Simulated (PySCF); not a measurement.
# Ge2N4H8: magnetic properties

Wanted: magnetic properties for Ge2N4H8.

Programs: PySCF 2.14.0, with routines of our own; each step states its level. All values are computed. Atoms count from 0.

## (1) The system as given

14 atoms, charge 0, multiplicity 1; geometry from: GFN2-xTB.

## (2) Magnetic properties: GIAO PBE/def2-SVP

The job: settings as JSON, then the geometry in Å.

```
{"job": {"kind": "mag", "xc": "PBE", "basis": "def2-SVP"}, "charge": 0, "multiplicity": 1}
Ge     0.093710     0.808950     1.410830
N      1.436400     1.946810     0.834410
N     -0.843200     0.964000    -0.407640
Ge    -0.084400    -0.795110    -1.403600
N     -1.428310    -1.942210    -0.850060
N      0.836920    -0.960780     0.422340
H      1.868270     1.814750    -0.069670
H      2.149810     2.219560     1.493680
H     -0.568250     1.823680    -0.867140
H     -1.854900     0.976110    -0.351870
H     -1.868630    -1.830020     0.052000
H     -2.129800    -2.221380    -1.519620
H      0.543720    -1.814820     0.880970
H      1.848670    -0.989530     0.375370
```

Method: GIAO PBE/def2-SVP magnetisability, rotational g tensor and spin-rotation constants, non-relativistic, gas phase.

Launch:

```sh
> OMP_NUM_THREADS=1 python excited_run.py task.json out
```

One launch serves the whole session: the jobs run in the order shown.

Output:

```text
coarse grid: 55088 points
cycle   1  E = -4376.1207202623  dE = -9.363e-01  |g| = 1.067e+00  |ddm| = 3.636e+00
cycle   2  E = -4375.2798434936  dE =  8.409e-01  |g| = 2.128e+00  |ddm| = 2.745e+00
cycle   3  E = -4376.3121379977  dE = -1.032e+00  |g| = 2.631e-01  |ddm| = 2.253e+00
cycle   4  E = -4376.3275134910  dE = -1.538e-02  |g| = 1.046e-01  |ddm| = 3.183e-01
cycle   5  E = -4376.3287823697  dE = -1.269e-03  |g| = 6.802e-02  |ddm| = 1.589e-01
cycle   6  E = -4376.3299035631  dE = -1.121e-03  |g| = 1.002e-02  |ddm| = 7.349e-02
cycle   7  E = -4376.3299297270  dE = -2.616e-05  |g| = 1.992e-03  |ddm| = 1.693e-02
cycle   8  E = -4376.3299307538  dE = -1.027e-06  |g| = 2.616e-04  |ddm| = 3.155e-03
final grid: 113024 points
cycle   9  E = -4376.3299335084  dE = -3.344e-07  |g| = 3.406e-04  |ddm| = 3.891e-03
cycle  10  E = -4376.3299334380  dE =  7.042e-08  |g| = 6.490e-04  |ddm| = 8.941e-04
cycle  11  E = -4376.3299335350  dE = -9.705e-08  |g| = 8.229e-05  |ddm| = 6.189e-04
cycle  12  E = -4376.3299335366  dE = -1.602e-09  |g| = 2.495e-05  |ddm| = 1.112e-04
cycle  13  E = -4376.3299335367  dE = -1.346e-10  |g| = 6.567e-06  |ddm| = 2.835e-05
converged SCF energy = -4376.3299335367

Magnetisability tensor (1e-30 J/T^2)
    -1270.47      164.27      -10.59
      164.27    -1388.26      -41.72
      -10.59      -41.72    -1460.84
isotropic -1373.19   principal values   -1518.28  -1449.91  -1151.38
isotropic susceptibility -82.695 1e-6 cm^3/mol

Inertial axes            a          b          c
rot. const./GHz      3.2111     0.8617     0.8250
chi total           -85.152    -74.515    -88.419
chi diamagnetic    -491.067  -1327.367  -1380.829
chi paramagnetic    405.915   1252.852   1292.410
quadrupole/D A       -9.756      0.006      9.750
g nuclear            0.5926     0.4952     0.4927
g electronic        -0.6123    -0.5072    -0.5009
g total             -0.0198    -0.0119    -0.0083

Spin-rotation constants (kHz, H = +C I.J)
atom  isotope        aa         bb         cc
  1    14N        0.261      0.039      0.038
  2    14N        0.154      0.058      0.062
  4    14N        0.260      0.040      0.038
  5    14N        0.154      0.058      0.062
  6     1H       -0.148     -0.025     -0.104
  7     1H       -0.018     -0.094     -0.073
  8     1H       -0.381     -0.010     -0.079
  9     1H       -0.395     -0.064     -0.029
 10     1H       -0.157     -0.022     -0.104
 11     1H       -0.011     -0.094     -0.074
 12     1H       -0.381     -0.008     -0.082
 13     1H       -0.395     -0.067     -0.026
  0   73Ge*      -1.105     -0.227     -0.240
* in the singly substituted isotopologue
```

It took 35 s on 1 thread of AMD EPYC 7B13, shared host; peak memory 0.66 GiB.

Key values:

```
              quantity                      value
       magnetisability           -1373·10⁻³⁰ J/T²
  molar susceptibility         -82.7·10⁻⁶ cm³/mol
rotational g (a, b, c)  -0.0198, -0.0119, -0.0083
```

## (3) Magnetic properties: GIAO HCTH407/def2-SVP

The job, as its differences from that of step 2:

```diff
@@ -1,2 +1,2 @@
-{"job": {"kind": "mag", "xc": "PBE", "basis": "def2-SVP"}, "charge": 0, "multiplicity": 1}
+{"job": {"kind": "mag", "xc": "HCTH407", "basis": "def2-SVP"}, "charge": 0, "multiplicity": 1}
 Ge     0.093710     0.808950     1.410830
```

Level: GIAO HCTH407/def2-SVP magnetisability, rotational g tensor and spin-rotation constants, non-relativistic, gas phase.

Output:

```text
coarse grid: 55088 points
cycle   1  E = -4379.2307007610  dE = -9.619e-01  |g| = 9.487e-01  |ddm| = 3.617e+00
cycle   2  E = -4378.4186997785  dE =  8.120e-01  |g| = 1.989e+00  |ddm| = 2.924e+00
cycle   3  E = -4379.4260856007  dE = -1.007e+00  |g| = 1.548e-01  |ddm| = 2.282e+00
cycle   4  E = -4379.4292913657  dE = -3.206e-03  |g| = 1.381e-01  |ddm| = 3.207e-01
cycle   5  E = -4379.4335779384  dE = -4.287e-03  |g| = 3.042e-02  |ddm| = 1.583e-01
cycle   6  E = -4379.4338667981  dE = -2.889e-04  |g| = 6.271e-03  |ddm| = 4.939e-02
cycle   7  E = -4379.4338755901  dE = -8.792e-06  |g| = 1.438e-03  |ddm| = 8.294e-03
final grid: 113024 points
cycle   8  E = -4379.4338165972  dE = -4.205e-07  |g| = 1.993e-03  |ddm| = 6.050e-03
cycle   9  E = -4379.4338147989  dE =  1.798e-06  |g| = 3.474e-03  |ddm| = 5.071e-03
cycle  10  E = -4379.4338170689  dE = -2.270e-06  |g| = 7.826e-04  |ddm| = 3.799e-03
cycle  11  E = -4379.4338171978  dE = -1.289e-07  |g| = 5.525e-05  |ddm| = 6.889e-04
cycle  12  E = -4379.4338171984  dE = -6.175e-10  |g| = 2.355e-05  |ddm| = 7.029e-05
converged SCF energy = -4379.4338171984

Magnetisability tensor (1e-30 J/T^2)
    -1267.59      154.37       -8.75
      154.37    -1377.29      -40.40
       -8.75      -40.40    -1455.08
isotropic -1366.65   principal values   -1503.39  -1441.06  -1155.49
isotropic susceptibility -82.302 1e-6 cm^3/mol

Inertial axes            a          b          c
rot. const./GHz      3.2111     0.8617     0.8250
chi total           -84.758    -74.655    -87.492
chi diamagnetic    -490.555  -1326.733  -1380.142
chi paramagnetic    405.798   1252.077   1292.651
quadrupole/D A       -9.588     -0.033      9.621
g nuclear            0.5926     0.4952     0.4927
g electronic        -0.6122    -0.5069    -0.5010
g total             -0.0196    -0.0116    -0.0084

Spin-rotation constants (kHz, H = +C I.J)
atom  isotope        aa         bb         cc
  1    14N        0.255      0.038      0.039
  2    14N        0.154      0.057      0.061
  4    14N        0.254      0.039      0.039
  5    14N        0.154      0.057      0.061
  6     1H       -0.147     -0.025     -0.104
  7     1H       -0.021     -0.093     -0.073
  8     1H       -0.378     -0.010     -0.079
  9     1H       -0.392     -0.064     -0.029
 10     1H       -0.156     -0.022     -0.104
 11     1H       -0.014     -0.093     -0.074
 12     1H       -0.378     -0.008     -0.081
 13     1H       -0.393     -0.067     -0.026
  0   73Ge*      -1.087     -0.221     -0.238
* in the singly substituted isotopologue
```

Run time: 34 s. Hardware: 1 thread of AMD EPYC 7B13, shared host; peak memory 0.63 GiB.

In short:

```
              quantity                      value
       magnetisability           -1367·10⁻³⁰ J/T²
  molar susceptibility         -82.3·10⁻⁶ cm³/mol
rotational g (a, b, c)  -0.0196, -0.0116, -0.0084
```

## (4) Magnetic properties side by side

```
                level  ξ (10⁻³⁰ J/T²)     g(a)     g(b)  gap (eV)  functions  time
    GIAO PBE/def2-SVP           -1373  -0.0198  -0.0119      3.89        160  35 s
GIAO HCTH407/def2-SVP           -1367  -0.0196  -0.0116      3.95        160  34 s
```

## (5) Summary of results

| quantity | value |
| --- | --- |
| magnetisability (step 2, GIAO PBE/def2-SVP) | -1373·10⁻³⁰ J/T² |
| molar susceptibility (step 2, GIAO PBE/def2-SVP) | -82.7·10⁻⁶ cm³/mol |
| rotational g (a, b, c) (step 2, GIAO PBE/def2-SVP) | -0.0198, -0.0119, -0.0083 |
| magnetisability over the levels | -1373 to -1367·10⁻³⁰ J/T² |

Steps that list no spin-orbit terms leave them out, which matters at and beside the heavy atoms. The magnetisability spreads by 0.5 % over 2 levels of like cost. Two levels can agree by chance, so this spread shows no convergence. Vibrational averaging and real surroundings are missing from these values.
